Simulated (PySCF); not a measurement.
# CH6Al2Cl2O: the cost of one run

Programs: PySCF 2.14.0, with density-fitted response routines of our own. Each step states its level of theory. These are calculated values for one molecule in the gas phase, unless marked as measured. Atoms are numbered from 0 throughout.

## 1. The starting structure

12 atoms, charge 0, multiplicity 1; geometry from: GFN2-xTB. The atoms were then displaced at random by about 0.01 Å, so the start is not that level's minimum.

Bonds of the start (Å): C0–O1 1.39, O1–Al2 1.63, Al2–Cl3 2.25, Cl3–Al4 2.16, Al4–Cl5 2.17, Cl5–Al2 2.22, C0–H6 1.07, C0–H7 1.10, C0–H8 1.09, Al2–H9 1.51, Al4–H10 1.54, Al4–H11 1.55.

## 2. Optimising the geometry at PBE0-D3(BJ)/def2-SVP

What the job is given:

```
{"job": {"xc": "PBE0", "basis": "def2-SVP", "d3": "d3bj", "grid": 1, "shake": 0.01, "kind": "geom"}, "charge": 0, "multiplicity": 1}
C     -2.546550    -0.939100     0.111070
O     -1.407480    -0.145540     0.059380
Al    -0.111800     0.838600    -0.018710
Cl     1.328350     0.684690     1.703930
Al     2.915700     0.200570     0.324740
Cl     1.527740     0.144690    -1.344880
H     -2.329210    -1.920510     0.467170
H     -3.274470    -0.442090     0.774280
H     -3.005570    -0.974440    -0.872170
H     -0.288240     2.314690    -0.279610
H      3.392930    -1.231830     0.636330
H      3.838280     1.442010     0.194150
```

Run with:

```
OMP_NUM_THREADS=1 python probes_run.py task.json out
```

One launch serves the whole session: the jobs run in the order shown.

**Question.** How long does this first job take on 1 thread of Arm Neoverse N1, shared host, and how much memory does it need?

About 5.3 min, with a peak of 0.55 GiB.
